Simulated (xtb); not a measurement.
**AlSiH4OF (SMILES [OH][Al]([F])[SiH3]) at GFN2-xTB (hydrogen mass 1 u, md dump 20 fs, md temperature 200 K, md time 0.2 ps)**

We compute molecular dynamics of AlSiH4OF. 

The calculation is run with xtb 6.7.1.

2 further runs of the same task are left out: 2 that didn't finish.

### 1 Starting point

AlSiH4OF has 8 atoms, charge 0, and is taken as a singlet. SMILES: `[OH][Al]([F])[SiH3]`. Geometry: optimised at GFN2-xTB. This is one conformer, not always the lowest. The run starts from this shape.

Bond lengths: O1–Al2 1.648 Å, Al2–F3 1.666 Å, Al2–Si4 2.398 Å, O1–H5 0.947 Å, Si4–H6 1.475 Å, Si4–H7 1.475 Å, Si4–H8 1.474 Å. Angles: O1–Al2–F3 117.8°, O1–Al2–Si4 118.7°, F3–Al2–Si4 123.5°, Al2–O1–H5 176.4°, Al2–Si4–H6 112.7°, Al2–Si4–H7 113.0°, Al2–Si4–H8 114.3°, H6–Si4–H7 105.0°, H6–Si4–H8 105.5°, H7–Si4–H8 105.5°.

### 2 Molecular dynamics at GFN2-xTB (hydrogen mass 1 u, md dump 20 fs, md temperature 200 K, md time 0.2 ps)

xtb.inp reads:

```
$md
   temp=200
   time=0.2
   step=0.1
   dump=20
   hmass=1
   shake=0
   nvt=false
$end
```

input.xyz reads:

```xyz
8

O      1.655176     1.364732    -0.294120
Al     0.938943     0.126510     0.524019
F      1.763657    -0.534692     1.811623
Si    -1.222448    -0.626831    -0.191235
H      2.111679     2.073341    -0.726258
H     -2.223976     0.455190    -0.214186
H     -1.217225    -1.172004    -1.561378
H     -1.805807    -1.686256     0.651523
```

On the command line:

```console
$ xtb input.xyz --md --input xtb.inp > out.txt
```

**Question.** What will come out? Wanted: potential energy of the last frame.

**Answer.** As computed:

At GFN2-xTB (hydrogen mass 1 u, md dump 20 fs, md temperature 200 K, md time 0.2 ps):

| quantity | value |
| --- | --- |
| potential energy of the last frame | -13.77413 Eh |
